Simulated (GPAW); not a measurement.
Runs of GPAW 26.7.0 on GaF. It takes space group Pm-3m (No. 221, cubic). Conventional cell: a = 3.166 Å, b = 3.166 Å, c = 3.166 Å, α = 90.00°, β = 90.00°, γ = 90.00°. Around Ga (site symmetry m-3m) lie 8 F at 2.74 Å. Around F (site symmetry m-3m) lie 8 Ga at 2.74 Å. The cell was built by a generator and needn't be a form met in nature.

```csv
level,potentials or basis,gap on the mesh (eV),pressure (GPa)
r2SCAN,"GPAW PAW data sets (gpaw-data 1.2.1), pw",(c),(d)
PW91,"PAW data sets generated in the run's folder for this functional, pw",0.41,-2.1
revPBE,"the program's PAW data sets (release 1.2.1) made for this functional, pw",0.34,(a)
vdW-DF2,"GPAW PAW data sets (gpaw-data 1.2.1), pw",0.91,-
RPBE,"the program's PAW data sets (release 1.2.1) made for this functional, pw",0.34,1.2
AM05,"PAW data sets generated in the run's folder for this functional, pw",0.26,(b)
PBEsol,"PAW data sets generated in the run's folder for this functional, pw",0.23,-5.4
LDA,"the program's PAW data sets (release 1.2.1) made for this functional, pw",0.36,-8.1
```

Alike in all rows: task band structure; no spin polarisation; cell as given; k mesh 8 × 8 × 8; cutoff (eV) 800; smearing fermi-dirac 0.05 eV.

Estimate the missing entries.

(a) 0.4; (b) -4.3; (c) 0.58; (d) -4.0.

Caveats: the PAW data sets were made with another functional, which shifts forces and pressure a little (some runs).

A k mesh can miss the band edges, and the runs leave out spin-orbit coupling on Ga.

Runs at the PBE level aren't shown here.
